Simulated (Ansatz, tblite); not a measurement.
# Cyclo-(Me2GeNH)3 (C6H21Ge3N3): rung by rung

How do method and basis change the picture of cyclo-(Me2GeNH)3 (C6H21Ge3N3) (singlet)?

Program: Ansatz 0.2.0, Gaussian basis. Level of theory: as each input shows. These are calculated values, not measurements.

The runs, in order: GFN1-xTB, GFN2-xTB, PBE-D4/def2-SVP, r2SCAN-D4/def2-SVP, HF/6-31G, B3LYP-D4/6-31G, MP2/def2-SVP.

5 further runs of the same task are left out: 4 that didn't finish, 1 set aside as unsound or not needed. Runs told in other sessions of the task aren't counted.

### Step 1. The relaxed structure

The geometry is that of the singlet, from an earlier relaxation (PBE-D4/def2-SVP).

33 atoms, charge 0, spin multiplicity 1.

Bond lengths: Ge1–C2 1.964 Å, Ge1–C3 1.972 Å, Ge1–N4 1.860 Å, Ge1–N12 1.855 Å, C2–H13 1.107 Å, C2–H14 1.108 Å, C2–H15 1.109 Å, C3–H16 1.108 Å, C3–H17 1.108 Å, C3–H18 1.109 Å, N4–Ge5 1.869 Å, N4–H19 1.026 Å, Ge5–C6 1.963 Å, Ge5–C7 1.958 Å, Ge5–N8 1.870 Å, C6–H20 1.108 Å, C6–H21 1.108 Å, C6–H22 1.108 Å and more. Angles: C2–Ge1–C3 111.1°, C2–Ge1–N4 111.9°, C2–Ge1–N12 106.6°, C3–Ge1–N4 109.0°, C3–Ge1–N12 113.3°, N4–Ge1–N12 104.8°, Ge1–C2–H13 109.7°, Ge1–C2–H14 110.1°, Ge1–C2–H15 111.1°, H13–C2–H14 108.4°, H13–C2–H15 109.0°, H14–C2–H15 108.4°, Ge1–C3–H16 110.4°, Ge1–C3–H17 110.3°, Ge1–C3–H18 110.8°, H16–C3–H17 108.5°, H16–C3–H18 108.3°, H17–C3–H18 108.5° and more.

Coordinates:

```
Ge    0.3626   -0.1378   -1.8302
C    -0.2577   -1.3825   -3.2174
C     1.9024    0.9205   -2.4617
N    -0.9858    1.0218   -1.2868
Ge   -1.6088    0.9137    0.4717
C    -2.5828    2.5725    0.8648
C    -2.7025   -0.7026    0.6259
N    -0.2106    0.7499    1.7020
Ge    1.0747   -0.5562    1.3955
C     2.8585    0.2510    1.6229
C     0.8319   -2.1070    2.5745
N     0.7412   -1.1610   -0.3295
H    -1.1319   -1.9518   -2.8456
H    -0.5649   -0.8219   -4.1222
H     0.5431   -2.0945   -3.5017
H     2.7153    0.2513   -2.8071
H     2.2933    1.5554   -1.6423
H     1.6086    1.5769   -3.3060
H    -0.8651    1.9847   -1.6204
H    -1.9105    3.4511    0.7961
H    -3.0062    2.5348    1.8875
H    -3.4117    2.7094    0.1427
H    -3.0860   -0.8174    1.6585
H    -3.5530   -0.6668   -0.0822
H    -2.0696   -1.5769    0.3780
H     0.1810    1.6503    2.0001
H     3.6482   -0.5076    1.4536
H     2.9770    0.6545    2.6491
H     3.0051    1.0763    0.8986
H    -0.2064   -2.4817    2.4860
H     1.5323   -2.9237    2.3072
H     1.0133   -1.8200    3.6288
H     0.8650   -2.1649   -0.4903
```

PBE0-D4/def2-SVP was run before; its log isn't repeated, and its numbers join the tables.

### Step 2. GFN1-xTB

Tight binding, by tblite at 300 K electronic temperature and without a spin-polarisation term:

```python
tblite.interface.Calculator('GFN1-xTB', numbers, positions, charge=0, uhf=0).singlepoint()
```

Energy -1049.6095 eV, HOMO -10.00 eV, LUMO -4.67 eV; 0.045 s.

### Step 3. GFN2-xTB

Tight binding, by tblite at 300 K electronic temperature and without a spin-polarisation term:

```python
tblite.interface.Calculator('GFN2-xTB', numbers, positions, charge=0, uhf=0).singlepoint()
```

Energy -1037.2894 eV, HOMO -9.46 eV, LUMO -3.61 eV; 0.028 s.

### Step 4. PBE-D4/def2-SVP

start.molden holds the orbitals of an earlier run on this state, given as this run's starting guess.

Input file in.yaml:

```yaml
crystal:
  periodic: [false, false, false]
  atoms:
    - {symbol: Ge, position_ang: [0.362599, -0.137765, -1.830227]}
    - {symbol: C, position_ang: [-0.257709, -1.382533, -3.217426]}
    - {symbol: C, position_ang: [1.902413, 0.920478, -2.461695]}
    - {symbol: N, position_ang: [-0.985774, 1.021762, -1.286839]}
    - {symbol: Ge, position_ang: [-1.608823, 0.913703, 0.471689]}
    - {symbol: C, position_ang: [-2.582801, 2.572515, 0.864774]}
    - {symbol: C, position_ang: [-2.702536, -0.702607, 0.625900]}
    - {symbol: N, position_ang: [-0.210567, 0.749857, 1.702028]}
    - {symbol: Ge, position_ang: [1.074681, -0.556153, 1.395461]}
    - {symbol: C, position_ang: [2.858469, 0.250992, 1.622940]}
    - {symbol: C, position_ang: [0.831908, -2.107001, 2.574455]}
    - {symbol: N, position_ang: [0.741235, -1.160953, -0.329516]}
    - {symbol: H, position_ang: [-1.131894, -1.951770, -2.845602]}
    - {symbol: H, position_ang: [-0.564941, -0.821867, -4.122201]}
    - {symbol: H, position_ang: [0.543117, -2.094524, -3.501721]}
    - {symbol: H, position_ang: [2.715254, 0.251334, -2.807096]}
    - {symbol: H, position_ang: [2.293302, 1.555436, -1.642293]}
    - {symbol: H, position_ang: [1.608636, 1.576856, -3.306026]}
    - {symbol: H, position_ang: [-0.865084, 1.984673, -1.620400]}
    - {symbol: H, position_ang: [-1.910489, 3.451065, 0.796121]}
    - {symbol: H, position_ang: [-3.006210, 2.534800, 1.887498]}
    - {symbol: H, position_ang: [-3.411668, 2.709383, 0.142712]}
    - {symbol: H, position_ang: [-3.085999, -0.817395, 1.658469]}
    - {symbol: H, position_ang: [-3.553036, -0.666774, -0.082206]}
    - {symbol: H, position_ang: [-2.069619, -1.576909, 0.378045]}
    - {symbol: H, position_ang: [0.181017, 1.650344, 2.000081]}
    - {symbol: H, position_ang: [3.648219, -0.507558, 1.453621]}
    - {symbol: H, position_ang: [2.976976, 0.654543, 2.649064]}
    - {symbol: H, position_ang: [3.005134, 1.076304, 0.898640]}
    - {symbol: H, position_ang: [-0.206439, -2.481681, 2.485979]}
    - {symbol: H, position_ang: [1.532332, -2.923702, 2.307234]}
    - {symbol: H, position_ang: [1.013277, -1.819993, 3.628779]}
    - {symbol: H, position_ang: [0.865031, -2.164871, -0.490272]}
basis:
  gaussian: {orbitals: def2-SVP, initial_orbitals: start.molden}
hamiltonian: {xc: pbe, dispersion: d4}
scf: {omitted_lower_state_checks: [starts]}
output: {forces: true, orbitals: {seedname: orbitals}}
```

Run with:

```bash
ansatz run in.yaml --threads 4 --pin off --events-out ev --progress --plain --max-ram 6963MiB
```

The runs that follow: r2SCAN-D4/def2-SVP; HF/6-31G; B3LYP-D4/6-31G; MP2/def2-SVP.

Before running them: what should the planned runs give, taken together? Wanted: gap in def2-SVP, named functionals, smallest and largest; correlation energy, MP2/def2-SVP; binding an atom, functionals in def2-SVP.

**Answer**, as computed:

| quantity | value |
| --- | --- |
| gap in def2-SVP, named functionals, smallest and largest | 4.87 eV (PBE-D4), 7.10 eV (PBE0-D4) |
| correlation energy, MP2/def2-SVP | -56.30 eV |
| binding an atom, functionals in def2-SVP | 3.85 (r2SCAN-D4) to 3.91 eV (PBE-D4) |

In words: Orbital gaps of the named functionals in def2-SVP span 4.87 eV (PBE-D4) to 7.10 eV (PBE0-D4); exact exchange widens it.
